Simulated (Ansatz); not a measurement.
What does this script print? It uses the Ansatz DFT code, driven from Python.

Input file `f2h5nosi2.xyz`:
```text
11

N    -1.50610   -0.69360    1.58020
Si   -0.41640   -0.83150    0.34430
F     0.72300   -1.76800    0.86050
F    -1.09700   -1.48280   -0.89170
O     0.13960    0.64950   -0.06570
Si    1.32950    1.30430   -0.99420
H    -2.31260   -0.14830    1.16740
H    -1.85660   -1.56210    1.77930
H     1.16800    0.83530   -2.34690
H     1.24640    2.77000   -0.94840
H     2.64760    0.87020   -0.46420
```

`energy.py`:
```python
import warnings

import ansatz as az

warnings.simplefilter("ignore", az.DeckWarning)

mol = az.Crystal.molecule_from_extxyz("f2h5nosi2.xyz")

setup = (
    mol.calculation()
    .basis(gaussian="cc-pVDZ")
    .functional("pbe")
)
data = setup.session().plan(threads=1).execute().report

print("reference energy %16.6f eV" % data["reference_energy_ev"])
print("total energy     %16.6f eV" % data["free_energy_ev"])
print("occupied (up, down):", data["n_occupied"], " virtual:", data["n_virtual"], " frozen:", data["n_frozen"])

state = data["mean_field"]["state"]
print(f"mean field: {state['energy']['hartree']:.7f} Ha, <S^2> = {abs(state['spin_squared']):.4f}, stability: {state.get('stability', {}).get('kind')}")
```

```console
$ python energy.py
reference energy    -24795.222282 eV
total energy        -24795.222282 eV
occupied (up, down): [33, 33]  virtual: [84, 84]  frozen: 0
mean field: -911.2076121 Ha, <S^2> = 0.0000, stability: minimum
```

What to keep in mind:
- Total energies depend on the basis set; only differences at equal settings carry meaning.
- The geometry is a force-field or estimated start, not a minimum of this method, and the basis set is short of its limit.
- The whole script took 7.1 s on 1 thread of Arm Neoverse N1, on a shared host, peak memory 0.22 GiB.

(Lines on the test bed's own set-up are left out of the output.)
